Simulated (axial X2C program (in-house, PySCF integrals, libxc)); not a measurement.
# BrB⁺: from the state search to constants

What are the state, bond length, wavenumber and bond energy of BrB⁺, and what does spin–orbit coupling change?

Method: all-electron X2C, Br dyall-cv3z, B dyall-v3z; program: an in-house X2C program for linear molecules on PySCF integrals.

All values are calculated.

### 1 Set-up

Input file task.json:

```json
{"zs": [35, 5], "q": 1, "bas": ["dyall-cv3z", "dyall-v3z"], "levels": ["PBE0", "HF", "PBEsol"], "cc": true, "r0": 1.99, "thr": -2.0, "nmax": 90, "npts": 10, "nst": 2, "ntry": 6}
```

Keys: zs atomic numbers; q charge; bas basis sets; levels methods (HF also brings MP2); cc coupled cluster on or off; r0 starting distance in Å; thr threshold in hartree for freezing inner shells (an s shell follows its p shell); nmax most natural virtual spinors; npts points asked for on the curve; nst determinants followed; ntry starts of the search.

On the command line:

```console
$ python so2c.py task.json out
```

Spin-free means the one-electron spin-free X2C Hamiltonian; two-component (2c) means X2C with spin–orbit coupling and atomic mean-field two-electron Coulomb and Gaunt terms. Basis: Br dyall-cv3z contracted to [8s9p6d4f1g], B dyall-v3z contracted to [7s6p2d1f]; Gaussian nuclei, density fitting. Masses: Br 78.918 u, B 11.009 u.

Notation: σ, π±, δ± give the projection m of an orbital's angular momentum (0, ±1, ±2), α and β its spin, Λ and M_S the sums; ω is the projection of a spinor's total angular momentum and Ω the sum. Logs are in hartree.

The results follow Hamiltonian by Hamiltonian and level by level.

### 2 Which state to follow

PBE0 moves the distance from 1.990 Å to 1.750 Å and compares determinants there.

Spin-free determinants:

| ΔE (eV) | state | open shells |
| --- | --- | --- |
| 0.00 | M_S = 1/2, Λ = 0 | beyond closed shells: σα |
| 4.01 | M_S = 1/2, Λ = 1 | beyond closed shells: π+α, π+β, π-α |
| 4.41 | M_S = 1/2, Λ = 1 | beyond closed shells: π+α |
| 5.16 | M_S = 3/2, Λ = 2 | beyond closed shells: σα, 2 × π+α, π+β, π-α |
| 5.16 | M_S = 3/2, Λ = 0 | beyond closed shells: σα, π+α, π+β, 2 × π-α |
| 5.44 | M_S = 1/2, Λ = 2 | beyond closed shells: σα, 2 × π+α, π+β, π-β |

Two-component determinants:

| ΔE (eV) | state | open shells |
| --- | --- | --- |
| 0.00 | Ω = 1/2 | excess of +ω over −ω: ω = 1/2 |
| 3.86 | Ω = 3/2 | excess of +ω over −ω: ω = 3/2 |
| 4.43 | Ω = 3/2 | excess of +ω over −ω: ω = 3/2 |
| 5.02 | Ω = 7/2 | excess of +ω over −ω: ω = 1/2, 2 × ω = 3/2 |
| 5.61 | Ω = 5/2 | excess of +ω over −ω: 2 × ω = 1/2, ω = 3/2 |

### 3 PBE0, spin-free

State followed: M_S = 1/2, Λ = 0 (beyond closed shells: σα). The scan is laid around 1.750 Å, a first estimate of the minimum, and this SCF restarts from the orbitals of the search.

The SCF at the reference distance of 1.750 Å:

```text
spin-free X2C-1e  PBE0
basis functions 144  fitting functions 841  grid points 5073
iter        total energy     max residual
   1      -2630.458182745     7.66e-05
   2      -2630.458182775     3.12e-05
   3      -2630.458182779     2.22e-05
   4      -2630.458182782     7.25e-06
converged
one-electron -3748.99873872  Coulomb 1161.98609517  exact exchange -23.68103796  xc functional -72.68222236  nuclear repulsion 52.91772109
```

Along the bond, energies from the lowest point:

| R (Å) | E (eV) | μ (D) | HOMO (eV) | LUMO (eV) | iterations |
| --- | --- | --- | --- | --- | --- |
| 1.522 | 1.1769 | 1.92 | -16.35 | -10.49 | 24 |
| 1.593 | 0.4875 | 2.30 | -16.51 | -10.72 | 21 |
| 1.645 | 0.1912 | 2.59 | -16.62 | -10.90 | 18 |
| 1.698 | 0.0393 | 2.89 | -16.72 | -11.08 | 16 |
| 1.750 | 0.0000 | 3.18 | -16.81 | -11.27 | 4 |
| 1.811 | 0.0621 | 3.53 | -16.90 | -11.49 | 17 |
| 1.873 | 0.2096 | 3.87 | -16.87 | -11.71 | 16 |
| 1.951 | 0.4832 | 4.29 | -16.59 | -11.98 | 18 |
| 2.047 | 0.8904 | 4.79 | -16.27 | -12.30 | 19 |
| 2.188 | 1.5177 | 5.45 | -15.86 | -12.67 | 20 |

Dipoles are positive if B is the positive end and refer to the centre of mass.

Outer orbitals at the reference distance:

```json
{"symmetry": "σα", "occupied": "yes", "ε (eV)": "-31.69", "atomic character": "66% Br s, 15% B p, 12% B s"}
{"symmetry": "σβ", "occupied": "yes", "ε (eV)": "-31.57", "atomic character": "67% Br s, 15% B p, 12% B s"}
{"symmetry": "σα", "occupied": "yes", "ε (eV)": "-21.54", "atomic character": "55% Br p, 30% B s, 10% Br s"}
{"symmetry": "σβ", "occupied": "yes", "ε (eV)": "-20.96", "atomic character": "61% Br p, 20% B s, 10% Br s"}
{"symmetry": "π-α", "occupied": "yes", "ε (eV)": "-17.41", "atomic character": "74% Br p, 20% B p, 5% B d"}
{"symmetry": "π+α", "occupied": "yes", "ε (eV)": "-17.41", "atomic character": "74% Br p, 20% B p, 5% B d"}
{"symmetry": "π+β", "occupied": "yes", "ε (eV)": "-17.37", "atomic character": "78% Br p, 15% B p, 6% B d"}
{"symmetry": "π-β", "occupied": "yes", "ε (eV)": "-17.37", "atomic character": "78% Br p, 15% B p, 6% B d"}
{"symmetry": "σα", "occupied": "yes", "ε (eV)": "-16.81", "atomic character": "49% B p, 34% B s, 14% Br p"}
{"symmetry": "σβ", "occupied": "no", "ε (eV)": "-11.27", "atomic character": "49% B s, 35% B p, 10% Br p"}
{"symmetry": "π-α", "occupied": "no", "ε (eV)": "-9.89", "atomic character": "71% B p, 17% Br p, 8% Br d"}
{"symmetry": "π+α", "occupied": "no", "ε (eV)": "-9.89", "atomic character": "71% B p, 17% Br p, 8% Br d"}
{"symmetry": "π+β", "occupied": "no", "ε (eV)": "-8.71", "atomic character": "74% B p, 13% Br p, 11% Br d"}
```

PBE0 fields in the half plane through the axis: z from -2.4 to 3.9 Å across, distance from the axis 0.15 to 2.25 Å upwards; Br lies at z = 0 and B at z = 1.750 Å; the ELF is damped to zero where the density is low.

log10 density (e/bohr³). Ten even steps from '0' (-5.33 ) to '9' (1.44 ):
```
0011222233222222211100
0112233333333332222110
0122334444444433332211
1123445555554444433221
1233455666555555444322
1234556666666555554332
2234566787666666554432
2234567898766786655432
```

ELF. Ten even steps from ' ' (0.00 ) to '@' (1.00 ):
```
                                            
          ..::::--::::..                    
        ..--==++++++==--::....--==--::      
      ..--++########**++==--==**%%%%##--    
      ::++##%%%%%%%%##****++**%%@@@@@@%%--  
    ..--**%%%%**++**######****@@@@@@@@@@##  
    ..==##%%++::--..==%%%%..  **@@@@@@@@@@::
    ..==####::##::##..####::@@..@@@@@@@@@@--
```

Re = 1.745 Å, ωe = 950 cm⁻¹, ωexe = 5 cm⁻¹, Be = 0.5728 cm⁻¹, De = 3.77 eV, μ = 3.16 D.

### 4 HF, spin-free

Output at 1.750 Å:

```text
spin-free X2C-1e  HF
basis functions 144  fitting functions 841  grid points 5073
iter        total energy     max residual
   1      -2628.819074303     2.33e-01
   2      -2628.838763062     9.90e-03
   3      -2628.839789513     1.59e-02
   4      -2628.840076882     3.07e-03
   5      -2628.840105297     6.21e-04
   6      -2628.840108558     3.10e-04
   7      -2628.840109219     8.98e-05
   8      -2628.840109515     9.69e-05
   9      -2628.840109626     5.76e-05
  10      -2628.840109659     2.25e-05
  11      -2628.840109667     9.54e-06
  12      -2628.840109668     4.07e-06
  13      -2628.840109668     1.78e-06
converged
one-electron -3749.23386314  Coulomb 1162.28457480  exact exchange -94.80854242  xc functional 0.00000000  nuclear repulsion 52.91772109
```

Re = 1.746 Å, ωe = 961 cm⁻¹, ωexe = 5.72 cm⁻¹, Be = 0.5727 cm⁻¹, De = 2.53 eV, μ = 3.78 D.

### 5 PBEsol, spin-free

The SCF at the reference distance of 1.750 Å:

```text
spin-free X2C-1e  PBEsol
basis functions 144  fitting functions 841  grid points 5073
iter        total energy     max residual
   1      -2628.519822892     1.16e-01
   2      -2628.522710347     1.24e-02
   3      -2628.523677087     1.66e-02
   4      -2628.523844775     4.40e-03
   5      -2628.523901459     3.22e-03
   6      -2628.523910046     8.87e-04
   7      -2628.523910565     8.28e-05
   8      -2628.523910589     7.34e-05
   9      -2628.523910597     4.38e-06
converged
one-electron -3748.47633701  Coulomb 1161.41060789  exact exchange 0.00000000  xc functional -94.37590256  nuclear repulsion 52.91772109
```

Re = 1.753 Å, ωe = 929 cm⁻¹, ωexe = 4.81 cm⁻¹, Be = 0.5681 cm⁻¹, De = 4.26 eV, μ = 2.99 D.

### 6 Correlated methods, spin-free

Correlated methods: 9 electrons correlated (frozen shells, counted by type: Br 3 s, 2 p, 1 d; B 1 s), 191 virtual spinors in MP2, 90 natural virtuals in coupled cluster.

Output of the correlated part at 1.750 Å:

```text
correlated 9  virtual 191  natural virtual 90  E(MP2) -0.209083416  MP2 remainder -0.004076085
iter   CCSD correlation   residual
   1     -0.214693408   1.09e-01
   2     -0.220776021   4.97e-02
   3     -0.223306834   2.37e-02
   4     -0.223456866   8.71e-03
   5     -0.223538713   3.04e-03
   6     -0.223542839   1.28e-03
   7     -0.223546118   4.76e-04
   8     -0.223546115   1.51e-04
   9     -0.223545167   5.74e-05
  10     -0.223545765   2.15e-05
  11     -0.223545712   7.38e-06
  12     -0.223545868   3.05e-06
  13     -0.223545867   1.30e-06
(T) -0.011987177  T1 0.0329  D1 0.0500  max T2 0.054
```

T1 in the output is the amplitude norm over the root of the electron number; divide by √2 for the Lee–Taylor value.

MP2: Re = 1.743 Å, ωe = 982 cm⁻¹, Be = 0.574 cm⁻¹, De = 3.44 eV.

CCSD: Re = 1.749 Å, ωe = 947 cm⁻¹, ωexe = 5.87 cm⁻¹, Be = 0.5704 cm⁻¹, De = 2.80 eV. T1 at Re = 0.023 (Lee–Taylor, the printed value over √2).

CCSD(T): Re = 1.754 Å, ωe = 939 cm⁻¹, ωexe = 5.39 cm⁻¹, Be = 0.5673 cm⁻¹, De = 3.01 eV. T1 at Re = 0.023 (Lee–Taylor, the printed value over √2).

### 7 The spin-free curves together

Energy (eV) of the followed determinant, spin-free, from each level's lowest point:

| R (Å) | PBE0 | HF | MP2 | CCSD | CCSD(T) | PBEsol |
| --- | --- | --- | --- | --- | --- | --- |
| 1.522 | 1.177 | 1.213 | 1.212 | n/a | n/a | 1.216 |
| 1.593 | 0.487 | 0.503 | 0.501 | 0.516 | 0.541 | 0.518 |
| 1.645 | 0.191 | 0.197 | 0.194 | 0.207 | 0.224 | 0.213 |
| 1.698 | 0.039 | 0.041 | 0.038 | 0.046 | 0.055 | 0.051 |
| 1.750 | 0.000 | 0.000 | 0.000 | 0.000 | 0.000 | 0.000 |
| 1.811 | 0.062 | 0.063 | 0.070 | 0.055 | 0.047 | 0.048 |
| 1.873 | 0.210 | 0.212 | 0.233 | 0.195 | 0.180 | 0.181 |
| 1.951 | 0.483 | 0.484 | 0.539 | 0.456 | 0.436 | 0.437 |
| 2.047 | 0.890 | 0.874 | 1.006 | n/a | n/a | 0.828 |
| 2.188 | 1.518 | 1.419 | 1.746 | n/a | n/a | 1.450 |

### 8 PBE0, 2c

State followed: Ω = 1/2 (excess of +ω over −ω: ω = 1/2). The scan is laid around 1.750 Å, a first estimate of the minimum, and this SCF restarts from the orbitals of the search.

Output at 1.750 Å:

```text
two-component X2C + atomic mean field  PBE0
basis functions 144  fitting functions 841  grid points 5073
iter        total energy     max residual
   1      -2629.554284197     2.81e-05
   2      -2629.554284198     2.89e-05
   3      -2629.554284205     9.39e-06
converged
one-electron -3746.64910756  Coulomb 1161.49610681  exact exchange -23.67169944  xc functional -72.65356654  nuclear repulsion 52.91772109  atomic mean-field constant -0.99373857
```

Along the bond, energies from the lowest point:

| R (Å) | E (eV) | μ (D) | HOMO (eV) | LUMO (eV) | iterations |
| --- | --- | --- | --- | --- | --- |
| 1.522 | 1.1839 | 1.91 | -16.34 | -10.49 | 26 |
| 1.593 | 0.4923 | 2.29 | -16.50 | -10.72 | 21 |
| 1.645 | 0.1943 | 2.58 | -16.60 | -10.90 | 18 |
| 1.698 | 0.0409 | 2.88 | -16.70 | -11.08 | 17 |
| 1.750 | 0.0000 | 3.17 | -16.78 | -11.27 | 3 |
| 1.811 | 0.0602 | 3.51 | -16.85 | -11.49 | 17 |
| 1.873 | 0.2057 | 3.85 | -16.72 | -11.70 | 16 |
| 1.951 | 0.4764 | 4.27 | -16.43 | -11.98 | 18 |
| 2.047 | 0.8790 | 4.76 | -16.11 | -12.29 | 19 |
| 2.188 | 1.4955 | 5.39 | -15.71 | -12.66 | 21 |

Dipoles are positive if B is the positive end and refer to the centre of mass.

Outer spinors at the reference distance:

```json
{"ω": "1/2", "occupied": "yes", "ε (eV)": "-31.70", "atomic character": "66% Br s, 15% B p, 12% B s", "λ mixture": "100% σ"}
{"ω": "-1/2", "occupied": "yes", "ε (eV)": "-31.57", "atomic character": "67% Br s, 15% B p, 12% B s", "λ mixture": "100% σ"}
{"ω": "1/2", "occupied": "yes", "ε (eV)": "-21.55", "atomic character": "55% Br p, 30% B s, 10% Br s", "λ mixture": "100% σ"}
{"ω": "-1/2", "occupied": "yes", "ε (eV)": "-20.97", "atomic character": "61% Br p, 20% B s, 10% Br s", "λ mixture": "100% σ"}
{"ω": "-1/2", "occupied": "yes", "ε (eV)": "-17.55", "atomic character": "75% Br p, 19% B p, 5% B d", "λ mixture": "100% π"}
{"ω": "1/2", "occupied": "yes", "ε (eV)": "-17.53", "atomic character": "77% Br p, 15% B p, 6% B d", "λ mixture": "98% π, 2% σ"}
{"ω": "3/2", "occupied": "yes", "ε (eV)": "-17.26", "atomic character": "73% Br p, 21% B p, 5% B d", "λ mixture": "100% π"}
{"ω": "-3/2", "occupied": "yes", "ε (eV)": "-17.21", "atomic character": "77% Br p, 16% B p, 6% B d", "λ mixture": "100% π"}
{"ω": "1/2", "occupied": "yes", "ε (eV)": "-16.78", "atomic character": "49% B p, 33% B s, 15% Br p", "λ mixture": "98% σ, 2% π"}
{"ω": "-1/2", "occupied": "no", "ε (eV)": "-11.27", "atomic character": "48% B s, 35% B p, 10% Br p", "λ mixture": "100% σ"}
{"ω": "-1/2", "occupied": "no", "ε (eV)": "-9.91", "atomic character": "72% B p, 16% Br p, 8% Br d", "λ mixture": "100% π"}
{"ω": "3/2", "occupied": "no", "ε (eV)": "-9.85", "atomic character": "70% B p, 18% Br p, 8% Br d", "λ mixture": "100% π"}
{"ω": "1/2", "occupied": "no", "ε (eV)": "-8.73", "atomic character": "74% B p, 13% Br p, 11% Br d", "λ mixture": "100% π"}
```

PBE0 fields in the half plane through the axis: z from -2.4 to 3.9 Å across, distance from the axis 0.15 to 2.25 Å upwards; Br lies at z = 0 and B at z = 1.750 Å; the ELF is damped to zero where the density is low.

log10 density (e/bohr³). Ten even steps from '0' (-5.33 ) to '9' (1.44 ):
```
0011222233222222211100
0112233333333332222110
0122334444444433332211
1123445555554444433221
1233455666555555444322
1234556666666555554332
2234566787666666554432
2234567898766786655432
```

ELF. Ten even steps from '0' (0.00 ) to '9' (1.00 ):
```
0000000000000000000000
0000012232210000000000
0000134555432113432000
0001357777654346887300
0002578888766568999830
0013688656777669999970
0014785231488106999992
0014772727177291999993
```

Re = 1.746 Å, ωe = 948 cm⁻¹, ωexe = 5.06 cm⁻¹, Be = 0.5722 cm⁻¹, De = 3.67 eV, μ = 3.15 D.

### 9 HF, 2c

Output at 1.750 Å:

```text
two-component X2C + atomic mean field  HF
basis functions 144  fitting functions 841  grid points 5073
iter        total energy     max residual
   1      -2627.915815988     2.41e-01
   2      -2627.935486953     7.63e-03
   3      -2627.936514802     1.63e-02
   4      -2627.936799837     3.06e-03
   5      -2627.936827731     6.10e-04
   6      -2627.936831072     3.24e-04
   7      -2627.936831822     1.01e-04
   8      -2627.936832189     1.11e-04
   9      -2627.936832321     6.53e-05
  10      -2627.936832360     2.33e-05
  11      -2627.936832367     9.44e-06
  12      -2627.936832368     4.09e-06
  13      -2627.936832368     1.65e-06
converged
one-electron -3746.88157501  Coulomb 1161.79187475  exact exchange -94.77111463  xc functional 0.00000000  nuclear repulsion 52.91772109  atomic mean-field constant -0.99373857
```

Re = 1.746 Å, ωe = 958 cm⁻¹, ωexe = 5.8 cm⁻¹, Be = 0.572 cm⁻¹, De = 2.37 eV, μ = 3.78 D.

### 10 PBEsol, 2c

Output at 1.750 Å:

```text
two-component X2C + atomic mean field  PBEsol
basis functions 144  fitting functions 841  grid points 5073
iter        total energy     max residual
   1      -2627.616258764     1.16e-01
   2      -2627.619147203     1.26e-02
   3      -2627.620111469     1.66e-02
   4      -2627.620278474     4.40e-03
   5      -2627.620335214     3.23e-03
   6      -2627.620343769     8.88e-04
   7      -2627.620344286     8.25e-05
   8      -2627.620344311     7.35e-05
   9      -2627.620344319     4.38e-06
converged
one-electron -3746.12666661  Coulomb 1160.92057217  exact exchange 0.00000000  xc functional -94.33823240  nuclear repulsion 52.91772109  atomic mean-field constant -0.99373857
```

Re = 1.753 Å, ωe = 926 cm⁻¹, ωexe = 4.86 cm⁻¹, Be = 0.5675 cm⁻¹, De = 4.13 eV, μ = 2.99 D.

### 11 MP2 and beyond, 2c

Correlated methods: 9 electrons correlated (frozen shells, counted by type: Br 3 s, 2 p, 1 d; B 1 s), 191 virtual spinors in MP2, 90 natural virtuals in coupled cluster.

Output of the correlated part at 1.750 Å:

```text
correlated 9  virtual 191  natural virtual 90  E(MP2) -0.208995411  MP2 remainder -0.004114233
iter   CCSD correlation   residual
   1     -0.214620728   1.08e-01
   2     -0.220703078   4.96e-02
   3     -0.223222369   2.36e-02
   4     -0.223374284   8.70e-03
   5     -0.223456478   3.04e-03
   6     -0.223460946   1.28e-03
   7     -0.223464263   4.77e-04
   8     -0.223464280   1.51e-04
   9     -0.223463327   5.76e-05
  10     -0.223463926   2.18e-05
  11     -0.223463869   7.76e-06
  12     -0.223464030   3.41e-06
  13     -0.223464026   1.61e-06
(T) -0.011964716  T1 0.0328  D1 0.0513  max T2 0.054
```

MP2: Re = 1.744 Å, ωe = 980 cm⁻¹, Be = 0.5735 cm⁻¹, De = 3.30 eV.

CCSD: Re = 1.750 Å, ωe = 944 cm⁻¹, ωexe = 5.96 cm⁻¹, Be = 0.5697 cm⁻¹, De = 2.66 eV. T1 at Re = 0.023 (Lee–Taylor, the printed value over √2).

CCSD(T): Re = 1.755 Å, ωe = 937 cm⁻¹, ωexe = 5.46 cm⁻¹, Be = 0.5667 cm⁻¹, De = 2.87 eV. T1 at Re = 0.023 (Lee–Taylor, the printed value over √2).

### 12 The 2c curves together

Energy (eV) of the followed determinant, 2c, from each level's lowest point:

| R (Å) | PBE0 | HF | MP2 | CCSD | CCSD(T) | PBEsol |
| --- | --- | --- | --- | --- | --- | --- |
| 1.522 | 1.184 | 1.220 | 1.219 | n/a | n/a | 1.223 |
| 1.593 | 0.492 | 0.508 | 0.505 | 0.521 | 0.546 | 0.523 |
| 1.645 | 0.194 | 0.201 | 0.197 | 0.210 | 0.227 | 0.216 |
| 1.698 | 0.041 | 0.042 | 0.040 | 0.048 | 0.056 | 0.052 |
| 1.750 | 0.000 | 0.000 | 0.000 | 0.000 | 0.000 | 0.000 |
| 1.811 | 0.060 | 0.061 | 0.068 | 0.053 | 0.045 | 0.046 |
| 1.873 | 0.206 | 0.208 | 0.230 | 0.191 | 0.176 | 0.177 |
| 1.951 | 0.476 | 0.477 | 0.533 | 0.449 | 0.430 | 0.431 |
| 2.047 | 0.879 | 0.861 | 0.997 | n/a | n/a | 0.817 |
| 2.188 | 1.495 | 1.388 | 1.733 | n/a | n/a | 1.431 |

The whole job took 2.6 min on 1 thread of Intel Xeon 6975P-C (Granite Rapids), shared host; peak memory 0.54 GiB.

### 13 What came out

Lowest determinant that the search found at its distance, spin-free: M_S = 1/2, Λ = 0 (beyond closed shells: σα).

Lowest determinant that the search found at its distance, 2c: Ω = 1/2 (excess of +ω over −ω: ω = 1/2).

```tsv
Hamiltonian	level	Re (Å)	ωe (cm⁻¹)	De (eV)	μ (D)
spin-free	PBE0	1.745	950	3.77	3.16
spin-free	HF	1.746	961	2.53	3.78
spin-free	MP2	1.743	982	3.44	n/a
spin-free	CCSD	1.749	947	2.80	n/a
spin-free	CCSD(T)	1.754	939	3.01	n/a
spin-free	PBEsol	1.753	929	4.26	2.99
2c	PBE0	1.746	948	3.67	3.15
2c	HF	1.746	958	2.37	3.78
2c	MP2	1.744	980	3.30	n/a
2c	CCSD	1.750	944	2.66	n/a
2c	CCSD(T)	1.755	937	2.87	n/a
2c	PBEsol	1.753	926	4.13	2.99
```

Dipoles are positive if B is the positive end and refer to the centre of mass.

Time per point (s) on 1 thread of Intel Xeon 6975P-C (Granite Rapids), shared host (2c runs; CCSD comes with the CCSD(T) run); the times are rough: PBE0 1.1, HF 0.6, MP2 0.69, CCSD(T) 6.2, PBEsol 0.58.

What this shows: At CCSD(T), going from spin-free to two-component changes Re by +1 mÅ, ωe by -0.3 %, which is small (part of it comes from the scalar share of the two-electron terms). De moves by -0.14 eV; both De rest on single-determinant atoms, which can miss part of an open shell's spin–orbit lowering.

De refers to Br + B+, each in the lowest determinant found, which need not be this curve's own limit. The state is a single determinant with fixed occupations, the lowest that a limited PBE0 search found. Dissociation energies refer to the lowest single-determinant-based atoms at the same level and basis. Density functionals use the spin component along the axis (collinear). CCSD and (T) use frozen natural virtuals with an MP2 correction for the truncation. T1 at Re is 0.023 (Lee–Taylor), above the customary mark of 0.02.
